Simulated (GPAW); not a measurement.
Set up this calculation in GPAW 26.7.0, as an ASE script.

| Quantity | Value |
| --- | --- |
| Task | band structure |
| Functional | r2SCAN |
| Potentials or basis | GPAW PAW data sets (gpaw-data 1.2.1) |
| Cutoff | 600 eV |
| Basis | pw |
| k mesh | 6 × 6 × 6 |
| Occupations | fermi-dirac, width 0.05 eV |
| Spin | no spin polarisation |
| Maxiter | 150 |
| Band path | GXWKGLUWLK,UX |
| Band points | 60 |

SnTe3:

```
Te Sn
1.0
     0.00000    3.86122    3.86122
     3.86122    0.00000    3.86122
     3.86122    3.86122    0.00000
Te Sn
3 1
Cartesian
  3.8612 3.8612 3.8612
  5.7918 5.7918 5.7918
  1.9306 1.9306 1.9306
  0.0000 0.0000 0.0000
```

The cell comes from a database or a generator and needn't be the stable form of this composition.

These files were run (other wordings do the same):

run.py

```python
from ase import Atoms
from ase.dft.bandgap import bandgap
from ase.io import write
from ase.units import GPa
from gpaw import GPAW, PW

atoms = Atoms(['Te', 'Te', 'Te', 'Sn'],
              cell=[[0.0, 3.861219, 3.861219],
                    [3.861219, 0.0, 3.861219],
                    [3.861219, 3.861219, 0.0]],
              scaled_positions=[[0.5, 0.5, 0.5],
                                [0.75, 0.75, 0.75],
                                [0.25, 0.25, 0.25],
                                [0.0, 0.0, 0.0]],
              pbc=True)

calc = GPAW(mode=PW(600),
            xc='MGGA_X_R2SCAN+MGGA_C_R2SCAN',
            kpts={'size': (6, 6, 6), 'gamma': True},
            occupations={'name': 'fermi-dirac', 'width': 0.05},
            nbands=28,
            convergence={'density': 1e-05, 'energy': 1e-05},
            maxiter=150,
            txt='gpaw.txt')
atoms.calc = calc
energy = atoms.get_potential_energy()
forces = atoms.get_forces()
stress = atoms.get_stress()
calc.write('gs.gpw')
write('result.traj', atoms)
print(f'Energy: {energy:.6f} eV')
print('Forces (eV/A):')
print(forces.round(4))
print('Stress (GPa):', (stress / GPa).round(3))
print('Fermi level:', round(calc.get_fermi_level(), 4), 'eV')
print(f'Gap: {bandgap(calc)[0]:.4f} eV, direct: {bandgap(calc, direct=True)[0]:.4f} eV')

path = atoms.cell.bandpath('GXWKGLUWLK,UX', npoints=60, eps=1e-4)
bs_calc = calc.fixed_density(kpts=path, symmetry='off', nbands=48,
                             convergence={'bands': 'CBM+6.0', 'eigenstates': 1e-6}, txt='bands.txt')
bs = bs_calc.band_structure()
bs.write('bs.json')
print(f'Gap on the path: {bandgap(bs_calc)[0]:.4f} eV')
```

Potentials or basis: GPAW PAW data sets (gpaw-data 1.2.1), pw.

The run is started by

```bash
$ OMP_NUM_THREADS=1 python run.py
```

Results of the run:

- Pressure: -0.3 GPa
- Band gap along the path: none (metal or under the smearing width)

Caveat: the PAW data sets were made with another functional, which shifts forces and pressure a little; spin-orbit coupling is left out, which moves the levels of the heavy elements.

Wall time 5 min on 1 thread of Arm Neoverse V2, with other jobs on the host, peak memory 0.62 GiB.
